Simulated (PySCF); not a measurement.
**[Bi(NH2)]2+: other functionals and bases at one geometry**

One table from this session's results is given with a row withheld; the runs are named, their logs left out.

Program: PySCF 2.14.0. Level of theory: several levels, as the steps say, no spin–orbit coupling. These are calculated values, not measurements.

2 further runs of the same task are left out: 2 for a known fault of the program.

### Where the work starts

4 atoms, charge 2, spin multiplicity 1.

Bond lengths: Bi1–N2 2.019 Å, N2–H3 1.039 Å, N2–H4 1.039 Å. Angles: Bi1–N2–H3 124.9°, Bi1–N2–H4 124.9°, H3–N2–H4 110.2°.

As a file:

```
Bi    0.0000    0.0000   -0.0803
N     0.0000    0.0000    1.9390
H     0.8517    0.0000    2.5337
H    -0.8517    0.0000    2.5337
```

Formal oxidation states: Bi +3. An earlier session relaxed this geometry at PBE0, Bi def2-SVP with ECP60, N def2-SVP, H def2-SVP (singlet, point group C2v).

At PBE0 on the finer grid: E = -269.659422 Eh, HOMO -20.76 eV, LUMO -16.84 eV, Mulliken charge on Bi1 +1.79 e, largest force component 0.005 eV/Å. 

Levels to run: wB97X; HF; BP86; B3LYP; PBE0, TZVP; PBE0, x2c-SVP. Hardware: 2 threads of Arm Neoverse V2, shared host.

The first run:

The input, run.py (the lines that set the calculation):

```python
mol = gto.M(atom='''
Bi     0.00000     0.00000    -0.08033
N      0.00000     0.00000     1.93897
H      0.85172     0.00000     2.53367
H     -0.85172     0.00000     2.53367''',
    basis={'Bi': 'def2-SVP', 'N': 'def2-SVP', 'H': 'def2-SVP'},
    ecp={'Bi': 'def2-SVP'},
    charge=2, spin=0)
mf = dft.RKS(mol, xc='WB97X')
mf.grids.atom_grid = (75, 302)
mf = mf.density_fit()  # fitting sets: Bi def2-universal-JKFIT, N def2-universal-JKFIT, H def2-universal-JKFIT
mf.conv_tol = 1e-08; mf.max_cycle = 55
mf.kernel(dm0)  # dm0: the density of the relaxed state
```

The run is started by

```
OMP_NUM_THREADS=2 python run.py
```

Steps of the session up to this table: wB97X; HF; BP86; B3LYP; PBE0, TZVP; PBE0, x2c-SVP.

One of the session's tables, all rows but one given; the rest of the session is left out.

| level | HOMO (eV) | gap (eV) | charge on Bi1 (e) | dipole (D) | largest force component (eV/Å) |
| --- | --- | --- | --- | --- | --- |
| PBE0 (relaxed here) | -20.76 | 3.91 | 1.79 | 3.12 | 0.00 |
| wB97X | -22.99 | 8.27 | 1.80 | 2.88 | 0.44 |
| HF | -23.22 | 9.65 | 1.95 | 2.25 | 1.02 |
| BP86 | ? | ? | ? | ? | ? |
| B3LYP | -20.58 | 3.40 | 1.76 | 3.25 | 0.43 |
| PBE0, TZVP | -20.69 | 3.90 | 1.79 | 3.16 | 0.92 |
| PBE0, x2c-SVP | -20.76 | 3.89 | 1.83 | 3.10 | 0.37 |

Q: Estimate the row for BP86 from the others.

The run gave: HOMO (eV): -19.82; gap (eV): 1.99; charge on Bi1 (e): 1.73; dipole (D): 3.48; largest force component (eV/Å): 0.79. In the column «HOMO (eV)» it is the highest.

The dipole of a charged species depends on the origin, so these sizes hold for this origin alone.

In one basis the HOMO–LUMO gap runs from 1.99 eV (BP86) to 9.65 eV (HF). The largest leftover force, 1.02 eV/Å with HF, stands at a geometry relaxed at another level. Total energies of different levels can't be compared.
